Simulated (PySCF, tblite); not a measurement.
**C6H9AlF3P: geometry, infrared bands and NMR shifts**

Aim: predict the infrared bands and NMR shifts of C6H9AlF3P (`FC(F)=C(F)[P@@+]1([AlH3-])C=CCC1`).

Programs: tblite 0.8.0 and PySCF 2.14.0, with density-fitted response routines of our own. Each step states its level of theory. These are calculated values for one molecule in the gas phase, unless marked as measured. Atoms count from 0, in the outputs and in this text.

## (1) Starting geometry

20 atoms, charge 0, multiplicity 1; geometry from: force field or distance geometry start.

Bonds of the start (Å): F0–C1 1.34, C1–F2 1.36, C1–C3 1.35, C3–F4 1.38, C3–P5 1.74, P5–Al6 2.25, P5–C7 1.82, C7–C8 1.32, C8–C9 1.45, C9–C10 1.52, C10–P5 1.84, Al6–H11 1.61, Al6–H12 1.60, Al6–H13 1.59, C7–H14 1.08, C8–H15 1.11, C9–H16 1.13, C9–H17 1.13, C10–H18 1.10, C10–H19 1.10.

## (2) Geometry optimisation with GFN2-xTB

What the job is given:

```
{"job": {"kind": "relax", "xc": "GFN2-xTB", "basis": "xTB"}, "charge": 0, "multiplicity": 1}
F     -3.298300    -0.262200    -0.184300
C     -2.681800    -1.425900    -0.441500
F     -3.444800    -2.513000    -0.736200
C     -1.340600    -1.548900    -0.393200
F     -0.848600    -2.810200    -0.653300
P     -0.244900    -0.257100    -0.006800
Al    -1.129700     1.804600     0.208200
C      0.824000    -0.570400     1.438400
C      2.012400    -0.080900     1.145000
C      2.112500     0.543900    -0.161800
C      1.180700    -0.105300    -1.164600
H      0.105900     2.837300     0.188200
H     -1.868600     1.906200     1.627000
H     -2.174600     2.105200    -0.954600
H      0.500900    -1.070900     2.344900
H      2.843500    -0.141000     1.874900
H      1.802600     1.625200    -0.127500
H      3.172200     0.486500    -0.556200
H      0.922900     0.582900    -1.980000
H      1.549100    -1.095600    -1.469500
```

Launch:

```
> OMP_NUM_THREADS=1 python probes_run.py task.json out
```

This one command runs all jobs of the session in turn.

**Question.** This job is followed by: GFN2-xTB harmonic vibrations, gas phase; GIAO PBE0/pcSseg-1 NMR shielding, non-relativistic, gas phase. What will the session give for the following? strongest single infrared mode (GFN2-xTB); zero-point energy (GFN2-xTB); 13C shifts against TMS (PBE0/pcSseg-1); 1H shifts against TMS (PBE0/pcSseg-1, means over atoms taken as alike); 19F shifts against CFCl3 (PBE0/pcSseg-1); 31P shifts against H3PO4 (PBE0/pcSseg-1); 27Al shifts against AlH4- (PBE0/pcSseg-1).

The runs gave:

| quantity | value |
| --- | --- |
| strongest single infrared mode (GFN2-xTB) | 735 cm⁻¹, 594 km/mol |
| zero-point energy (GFN2-xTB) | 78.7 kcal/mol |
| 13C shifts against TMS (PBE0/pcSseg-1) | 167.9, 164.4, 135.1, 122.8, 39.1, 29.5 ppm |
| 1H shifts against TMS (PBE0/pcSseg-1, means over atoms taken as alike) | 7.20, 5.97, 4.08, 3.03, 2.91, 2.89, 2.46 ppm |
| 19F shifts against CFCl3 (PBE0/pcSseg-1) | -83.7, -96.6, -203.0 ppm |
| 31P shifts against H3PO4 (PBE0/pcSseg-1) | -15.4 ppm |
| 27Al shifts against AlH4- (PBE0/pcSseg-1) | 58.9 ppm |

The optimisation took 155 steps and gained 1.361 eV; among the close pairs (by a distance rule), P5–Al6 changed most, from 2.254 to 2.497 Å. No mode is imaginary among the 54: a minimum at this level. The strongest single mode, at 735 cm⁻¹, is carried by H13, H11, H12. Unscaled tight-binding wavenumbers are off by several per cent, some by more. Its intensities can rank the bands wrongly. At PBE0/pcSseg-1: Shielding is most anisotropic at C8 (span 222 ppm, paramagnetic term -233 ppm).
